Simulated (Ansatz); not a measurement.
## Molecular dynamics of K6InP3

Input file:

```yaml
crystal:
  lattice:
    - [8.3405839969, 0.2272636753, -0.1433762724]
    - [4.3330645066, 7.092557215, -0.3492035784]
    - [2.6013019317, -0.2990935731, 8.2293080293]
  atoms:
    - { symbol: K, position: [0.76048202, 0.78194492, 0.39923412] }
    - { symbol: K, position: [0.32905375, 0.04903068, 0.57068599] }
    - { symbol: K, position: [1.06775582, 0.11643691, 0.4094585] }
    - { symbol: K, position: [0.0253972, 0.72723551, 0.62765569] }
    - { symbol: K, position: [0.65612004, 0.41344731, 0.63400653] }
    - { symbol: K, position: [0.46333043, 0.3042305, 0.39545143] }
    - { symbol: K, position: [0.88206619, 0.45582792, 0.88152603] }
    - { symbol: K, position: [0.14864224, 0.42987378, 0.15122519] }
    - { symbol: K, position: [0.86949549, 0.77572584, 0.03855785] }
    - { symbol: K, position: [0.14474935, 0.10643668, 1.03614285] }
    - { symbol: K, position: [0.56838682, 0.36436954, 0.0465058] }
    - { symbol: K, position: [0.26548313, 0.71476818, 0.83960701] }
    - { symbol: In, position: [0.58070662, 0.10406192, 0.80654696] }
    - { symbol: In, position: [0.45632379, 0.73579434, 0.22282505] }
    - { symbol: P, position: [0.265161, 0.38776128, 0.73267803] }
    - { symbol: P, position: [0.76157314, 0.47323947, 0.27937279] }
    - { symbol: P, position: [0.58031411, 0.79635942, 0.75253638] }
    - { symbol: P, position: [0.46509426, 0.0266596, 0.19926703] }
    - { symbol: P, position: [0.90945097, 0.08708862, 0.77803364] }
    - { symbol: P, position: [0.15216321, 0.75696499, 0.22122927] }
basis:
  ecutwfc: 420.0
kpoints:
  mp_grid: { grid: [1, 1, 1] }
hamiltonian:
  xc: pbesol
scf:
  occupations: { method: fermi_dirac, width: 0.002 }
  lower_state_search: "off"
  max_iter: 94
md:
  timestep: 2
  n_steps: 200
  ensemble: nvt_langevin
  temperature: 1920.0
  initial_velocities: maxwell_boltzmann
  seed: 422160
  friction: 0.05
```

Run as:

```bash
$ ansatz run input.yaml --threads 1 --pin off --max-ram 3072MiB --backend cpu --events-out ev --progress --plain --runs-dir out
```

It goes on from the last frame of an earlier run, with new velocities.

Output, in part (step lines):

```
md step     0: t =     0.00 fs  T =  1824.0 K  F+E_penalty+E_count = -33683.67711033 eV  E_kin = 4.715405 eV  (9 SCF iters)
md step     1: t =     2.00 fs  T =  1887.1 K  F+E_penalty+E_count = -33683.64715692 eV  E_kin = 4.878565 eV  (8 SCF iters)
md step     2: t =     4.00 fs  T =  1802.4 K  F+E_penalty+E_count = -33683.57797775 eV  E_kin = 4.659482 eV  (8 SCF iters)
md step     3: t =     6.00 fs  T =  1503.8 K  F+E_penalty+E_count = -33683.48123894 eV  E_kin = 3.887549 eV  (7 SCF iters)
md step     4: t =     8.00 fs  T =  1501.6 K  F+E_penalty+E_count = -33683.36891289 eV  E_kin = 3.882003 eV  (7 SCF iters)
md step     5: t =    10.00 fs  T =  1666.7 K  F+E_penalty+E_count = -33683.24874330 eV  E_kin = 4.308683 eV  (6 SCF iters)
md step     6: t =    12.00 fs  T =  1695.8 K  F+E_penalty+E_count = -33683.10775103 eV  E_kin = 4.383935 eV  (6 SCF iters)
md step     7: t =    14.00 fs  T =  1313.3 K  F+E_penalty+E_count = -33682.98008122 eV  E_kin = 3.395164 eV  (6 SCF iters)
[... lines left out ...]
md step   199: t =   398.00 fs  T =  1401.9 K  F+E_penalty+E_count = -33682.44172514 eV  E_kin = 3.624193 eV  (6 SCF iters)
md step   200: t =   400.00 fs  T =  1548.2 K  F+E_penalty+E_count = -33682.54900929 eV  E_kin = 4.002515 eV  (7 SCF iters)
```

The steps, from the saved trajectory:

```
time (fs)  T (K)  potential energy less start (eV)
      0.0   1824                             0.000
     12.0   1696                             0.569
     24.0   1732                             0.967
     36.0   1900                             1.174
     48.0   2312                             1.859
     60.0   2343                             1.452
     72.0   2045                             1.568
     84.0   2214                             2.554
     96.0   1644                             3.660
    108.0   1762                             3.370
    120.0   2175                             2.851
    132.0   2211                             2.547
    144.0   1829                             2.377
    156.0   2033                             2.454
    168.0   2389                             2.035
    180.0   2217                             2.316
    192.0   1802                             2.906
    204.0   1747                             3.240
    216.0   1678                             3.134
    228.0   2046                             2.768
    240.0   2180                             3.130
    252.0   1609                             3.589
    264.0   2278                             2.926
    276.0   1959                             2.813
    288.0   1930                             2.525
    300.0   2003                             2.261
    312.0   1820                             2.193
    324.0   1712                             2.371
    336.0   1863                             2.112
    348.0   2057                             1.389
    360.0   2148                             0.911
    372.0   1392                             1.038
    384.0   1335                             1.250
    396.0   1282                             1.357
```

The run went to its last step. A run of 0.4 ps of so small a system gives no equilibrium averages. The smearing is very narrow for this mesh. Limits of this set-up: coarse k mesh.

Mean squared displacements from the first frame to the last, about the centre of mass: K 0.19 Å², In 0.11 Å², P 0.16 Å².

Last frame:

```xyz
20
Lattice="8.3406 0.2273 -0.1434 4.3331 7.0926 -0.3492 2.6013 -0.2991 8.2293" Properties=species:S:1:pos:R:3
K 10.549 5.763 2.967
K 4.252 0.550 4.699
K 10.037 1.177 2.923
K 4.627 5.198 4.318
K 8.909 3.296 5.007
K 6.530 2.576 3.184
K 11.336 2.864 6.793
K 3.778 3.060 0.994
K 10.240 5.552 -0.487
K 3.996 0.648 8.178
K 6.431 3.260 -0.316
K 7.051 5.171 6.072
In 7.154 0.501 6.662
In 7.529 5.611 1.335
P 5.938 2.803 6.359
P 8.884 3.540 1.698
P 10.527 5.630 5.879
P 4.555 0.398 1.675
P 9.568 0.760 5.960
P 5.045 5.318 1.474
```

Run time: 3.8 min on 1 thread of AMD EPYC 9B45 (Zen 5), with other jobs on the host, peak memory 0.61 GiB.
